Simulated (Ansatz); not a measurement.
# CH₅OSSi radical: one species, many methods

The task here is to estimate one member of a computed series from the others.

The runs use Ansatz 0.2.0, Gaussian basis; functionals in def2-TZVPP, the program's frozen cores in correlated methods.

The runs, in order: LDA (SPW92), PBE-D4, revPBE-D4, BLYP-D4, r2SCAN-D4, B97M-V, PBE0-D4, B3LYP-D4, r2SCANh-D4, r2SCAN0-D4, HSE06-D4, BHLYP-D4, CAM-B3LYP-D4, LC-ωPBE, ωB97X-V, ωB97M-V, B2PLYP, PBE-QIDH; CCSD(T)/def2-SVP; CCSD(T)/def2-TZVPP; MP2/def2-QZVPP; extrapolation to the limit; RPA on PBE.

## Structure used throughout

The geometry comes from an earlier relaxation with PBE0-D4 in a triple-zeta def2 set; it is a stationary point, not always the lowest conformer.

SMILES `CO[SiH]S`, 9 atoms, charge 0, spin multiplicity 2.

Atoms are counted from 1 here; the program's logs count them from 0.

Bond lengths: C1–O2 1.412 Å, C1–H5 1.091 Å, C1–H6 1.094 Å, C1–H7 1.096 Å, O2–Si3 1.644 Å, Si3–S4 2.127 Å, Si3–H8 1.498 Å, S4–H9 1.344 Å. Angles: O2–C1–H5 108.0°, O2–C1–H6 111.2°, O2–C1–H7 111.7°, H5–C1–H6 108.7°, H5–C1–H7 108.6°, H6–C1–H7 108.7°, C1–O2–Si3 123.5°, O2–Si3–S4 110.4°, O2–Si3–H8 109.7°, S4–Si3–H8 105.2°, Si3–S4–H9 94.8°.

Geometry (Å):

| atom | x (Å) | y (Å) | z (Å) |
| --- | --- | --- | --- |
| C1 | -1.4127 | 0.4283 | 0.5423 |
| O2 | -0.0088 | 0.3496 | 0.4180 |
| Si3 | 0.7522 | -0.3721 | -0.8486 |
| S4 | 2.8064 | -0.6890 | -0.3971 |
| H5 | -1.6444 | 0.6978 | 1.5737 |
| H6 | -1.8257 | 1.1946 | -0.1210 |
| H7 | -1.8932 | -0.5301 | 0.3155 |
| H8 | 0.1824 | -1.7395 | -1.0678 |
| H9 | 3.1322 | 0.6142 | -0.4321 |

Set-up of the first run:

in.yaml reads:

```yaml
crystal:
  periodic: [false, false, false]
  atoms:
    - {symbol: C, position_ang: [-1.412664, 0.428349, 0.542316]}
    - {symbol: O, position_ang: [-0.008768, 0.349576, 0.417959]}
    - {symbol: Si, position_ang: [0.752235, -0.372083, -0.848616]}
    - {symbol: S, position_ang: [2.806361, -0.689023, -0.397105]}
    - {symbol: H, position_ang: [-1.644360, 0.697786, 1.573673]}
    - {symbol: H, position_ang: [-1.825727, 1.194570, -0.120983]}
    - {symbol: H, position_ang: [-1.893231, -0.530143, 0.315493]}
    - {symbol: H, position_ang: [0.182413, -1.739538, -1.067845]}
    - {symbol: H, position_ang: [3.132239, 0.614209, -0.432093]}
basis:
  gaussian: {orbitals: def2-TZVPP}
magnetization: {spin_polarized: true, initial_magnetization: 1}
hamiltonian: {xc: lda}
output: {orbitals: {seedname: orbitals}}
```

Steps of the session up to this table: LDA; PBE-D4 (GGA); revPBE-D4 (GGA); BLYP-D4 (GGA); r2SCAN-D4 (meta-GGA); B97M-V (meta-GGA); PBE0-D4 (hybrid); B3LYP-D4 (hybrid); r2SCANh-D4 (hybrid); r2SCAN0-D4 (hybrid); HSE06-D4 (hybrid); BHLYP-D4 (hybrid); CAM-B3LYP-D4 (range-separated); LC-ωPBE-D4 (range-separated; the results give it without D4); ωB97X-V (range-separated); ωB97M-V (range-separated); B2PLYP (double hybrid); PBE-QIDH (double hybrid).

One of the session's tables, all rows but one given; the rest of the session is left out.

It belongs to the step «Frontier levels by functional». 

```
  functional  HOMO (eV)  LUMO (eV)  gap (eV)
 LDA (SPW92)      -4.63      -3.56      1.07
      PBE-D4      -4.66      -3.16      1.50
   revPBE-D4      -4.64      -3.02      1.62
     BLYP-D4      -4.46      -3.18      1.28
   r2SCAN-D4      -5.01      -2.72      2.29
      B97M-V      -4.76      -3.27      1.49
     PBE0-D4      -5.83      -2.26      3.57
    B3LYP-D4      -5.55      -2.65      2.90
  r2SCANh-D4      -5.44      -2.42      3.02
  r2SCAN0-D4      -6.08      -1.98      4.10
    HSE06-D4      -5.43      -2.64      2.79
    BHLYP-D4          ?          ?         ?
CAM-B3LYP-D4      -7.04      -1.38      5.66
     LC-ωPBE      -8.45       0.03      8.47
     ωB97X-V      -7.96      -0.51      7.44
     ωB97M-V      -7.59      -0.67      6.92
```

Estimate the missing values for BHLYP-D4.

Worked estimate for «HOMO (eV)». Against the share of exact exchange, BLYP-D4 (0, -4.46), B3LYP-D4 (0.2, -5.55) give a slope of -5.45 per unit share; at 0.5 the line stands at -7.18.

The run gave: HOMO (eV): -6.83; LUMO (eV): -1.48; gap (eV): 5.34. In «HOMO (eV)» the line misses by -0.35.
